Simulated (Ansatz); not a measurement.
# HfN: the cost of one run

Method: DFT PBEsol, scalar-relativistic, plane waves, PAW, in Ansatz 0.2.0.

3 further runs of the same task are left out: 3 set aside as unsound or not needed.

## Step 1: The structure to begin with

The structure is cubic, space group Fm-3m (No. 225). The conventional cell has a = 4.502 Å, b = 4.502 Å, c = 4.502 Å, α = 90.00°, β = 90.00°, γ = 90.00°. Around Hf (site symmetry m-3m) lie 6 N at 2.25 Å. Around N (site symmetry m-3m) lie 6 Hf at 2.25 Å.

Structure file:

```
CELL_PARAMETERS angstrom
0.00000 2.25116 2.25116
2.25116 0.00000 2.25116
2.25116 2.25116 0.00000
ATOMIC_POSITIONS crystal
Hf 0.00000 0.00000 0.00000
N 0.50000 0.50000 0.50000
```

This cell was relaxed beforehand with the same method: volume 11.41 Å³/atom, gap on the mesh none (metal).

## Step 2: Relaxing at 16 GPa

What is minimised here is the enthalpy; the energy can go up as the cell is squeezed.

Contents of input.yaml:

```yaml
crystal:
  lattice:
    - [0.0, 2.2511619659, 2.2511619659]
    - [2.2511619659, 0.0, 2.2511619659]
    - [2.2511619659, 2.2511619659, 0.0]
  atoms:
    - { symbol: Hf, position: [0.0, 0.0, 0.0] }
    - { symbol: "N", position: [0.5, 0.5, 0.5] }
basis:
  ecutwfc: 420
kpoints:
  mp_grid: { grid: [16, 16, 16] }
hamiltonian:
  xc: pbesol
scf:
  occupations: { method: fermi_dirac, width: 0.15 }
output:
  forces: true
  stress: true
  eigenvalues: true
relax:
  adjacent_minimum: "off"
  f_tol: 0.001
  max_steps: 60
  cell: { stress_tol: 0.02, p_target: 16.0 }
```

Launch:

```sh
$ ansatz run input.yaml --threads 1 --pin off --max-ram 3072MiB --backend cpu --events-out ev --progress --plain --runs-dir out
```

**Question.** How long does this run take on 1 thread of AMD EPYC 7R43 (Zen 3), shared host, and how much memory does it need?

About 32 s, with a peak of 0.43 GiB.
